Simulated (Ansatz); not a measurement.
Run this with Ansatz 0.2.0, Python API and show what comes out.

`clo_formation.py`
```python
# -*- coding: utf-8 -*-
"""Is ClO bound against its elements, after relaxing atoms and volume at fixed cell shape."""

from collections import Counter
import warnings

import ansatz as az
import numpy as np

XC = "r2scan"
CUTOFF_EV = 550
KSPACING = 0.14
FILLING = "fermi_dirac"
SMEARING_WIDTH = 0.02

POLARISED = {"O2"}

GASES = {"O2"}


def compute(name, crystal):
    calc = (
        crystal.calculation()
        .functional(XC)
        .basis(CUTOFF_EV)
        .kpoints(spacing=KSPACING)
        .occupations(FILLING, width=SMEARING_WIDTH)
        .stress()
    )
    if name in POLARISED:
        calc = calc.spin("collinear")
    if name in GASES:
        return calc.kpoints(1, 1, 1).relax(force_tolerance=0.01, max_steps=60).run(threads=1)
    calc = calc.relax(force_tolerance=0.01, max_steps=60, fix_cell=["shape"])
    return calc.run(threads=1)


def counts(outcome):
    return Counter(site.symbol for site in outcome.lattice.sites)

def formation_energy(outcome, mu):
    n = counts(outcome)
    return (outcome.report["energy_sigma0_ev"] - sum(k * mu[element] for element, k in n.items())) / sum(n.values())


def volume_per_atom(outcome):
    return abs(np.linalg.det(outcome.lattice.cell_ang)) / len(outcome.lattice.sites)

warnings.simplefilter("ignore")

phases = {}
clo = (
    az.Lattice.from_parameters(3.185217, 3.185217, 3.185217, alpha=90.0, beta=90.0, gamma=90.0)
    .atom("Cl", (0.0, 0.0, 0.0))
    .atom("O", (0.5, 0.5, 0.5))
)
phases["ClO"] = clo
cl = (
    az.Lattice.of((3.145, -2.25, 0.0), (3.145, 2.25, 0.0), (0.0, 0.0, 8.21))
    .atom("Cl", (0.87, 0.13, 0.1))
    .atom("Cl", (0.63, 0.37, 0.6))
    .atom("Cl", (0.13, 0.87, 0.9))
    .atom("Cl", (0.37, 0.63, 0.4))
)
phases["Cl"] = cl
o2 = (
    az.Lattice.orthorhombic(9.0, 9.5, 10.0)
    .space_group(47, hermann_mauguin="Pmmm")
    .atom("O", (0.5, 0.5, 0.4385))
    .moments(O=1.0)
)
phases["O2"] = o2

done = {name: compute(name, crystal) for name, crystal in phases.items()}

# energy of one atom in its reference phase
references = {"Cl": "Cl", "O": "O2"}
mu = {element: done[name].report["energy_sigma0_ev"] / len(done[name].lattice.sites) for element, name in references.items()}

target = done["ClO"]
heat = formation_energy(target, mu)
n = counts(target)
print("cell content:", dict(n), " volume", round(volume_per_atom(target), 3), "A^3/atom")
print("formation energy", round(heat, 4), "eV/atom,", round(heat * sum(n.values()), 4), "eV per cell")
print("bound against the elements" if heat < 0 else "unbound against the elements")
# no correction for the overbinding of the gas molecule is applied
```

```console
$ python clo_formation.py
cell content: {<Element.CL: 'Cl'>: 1, <Element.O: 'O'>: 1}  volume 12.52 A^3/atom
formation energy 1.9818 eV/atom, 3.9635 eV per cell
unbound against the elements
```

Reading the output:
- Other magnetic orders than the one started from may lie lower.
- For the metals among these phases the mesh is modest: differences between phases can be off by up to 40 meV an atom.
- The program warned that this SCF threshold is loose for forces or stresses.
- Atoms and volume are relaxed with the cell's shape held, which in cells of lower than cubic symmetry can hide stresses and shift volumes.
- r2SCAN tends to overestimate the moments of itinerant magnets.
- The cells come from databases of deposited and of computed structures, and not all need be stable phases.
- The compound is the structure given, not necessarily its lowest; energies are at zero temperature, with no correction for gases. Magnetic phases start from parallel moments and may not end in their lowest magnetic state. A semilocal functional's error on such energies is often 0.05 to 0.1 eV an atom, and 0.1 to 0.3 eV against gases such as O2 or F2.
- The script silences warnings, which a real study should read.
- Finished in 14 min on 1 thread of Arm Neoverse V2 (shared host), peak memory 2.8 GiB.
